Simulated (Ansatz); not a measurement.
**Ga2F+ (singlet): the correlation ladder, cc-pVDZ**

The task here is to estimate one member of a computed series from the others.

The runs use Ansatz 0.2.0, Gaussian basis; cc-pVDZ, core rule «outside noble gas», up to 29 orbitals frozen.

The runs, in order: UHF; CCSD(T) on RHF; BCCD(T) on RHF; CISD; CCSDT(Q) on RHF.

29 further runs of the same task are left out: 8 for a known fault of the program, 10 that didn't finish, 11 set aside as unsound or not needed.

### The geometry

The geometry is a PBE0/def2-TZVP stationary point (not a proven minimum) of the parent state, kept for this charge and spin. No spin-orbit coupling is included. The filled d shell of Ga may be among the frozen orbitals whatever the setting's name suggests; the logs give the count.

3 atoms, charge 1, spin multiplicity 1.

Atoms are counted from 1 here; the program's logs count them from 0.

Bond lengths: F1–Ga2 2.024 Å, F1–Ga3 2.024 Å. Angles: Ga2–F1–Ga3 90.2°.

The first run:

in.yaml

```yaml
crystal:
  periodic: [false, false, false]
  atoms:
    - {symbol: F, position_ang: [0.000000, -1.257606, 0.000000]}
    - {symbol: Ga, position_ang: [0.000000, 0.171339, 1.432973]}
    - {symbol: Ga, position_ang: [0.000000, 0.171339, -1.432973]}
basis:
  gaussian: {orbitals: cc-pVDZ}
total_charge: 1
magnetization: {spin_polarized: true, initial_magnetization: 0}
hamiltonian: {xc: hf}
output: {orbitals: {seedname: orbitals}}
```

Launch:

```sh
> ansatz run in.yaml --threads 1 --pin off --events-out ev --progress --plain --max-ram 2393MiB
```

Among the steps run: UHF; CCSD(T) on RHF; BCCD(T) on RHF; CISD; CCSDT(Q) on RHF.

One of the session's tables, all rows but one given; the rest of the session is left out.

It belongs to the step «Misses and costs». 

| method | from RCCSDT(Q) (meV) |
| --- | --- |
| RHF | +8163.3 |
| RMP2 | +788.7 |
| RCCSD | +215.7 |
| RCCSD(T) | +34.6 |
| BCCD(T) | +26.7 |
| RCCSDT | ? |
| RCCSDT(Q) | 0 |

Estimate the missing values for RCCSDT.

**Answer.** from RCCSDT(Q) (meV): +20.1. In the column «from RCCSDT(Q) (meV)» it lies between RCCSDT(Q) (0) and BCCD(T) (+26.7).

Not comparable, so not listed: CISD (they don't share determinant, frozen orbitals or solution with the rows shown, or repeat one).
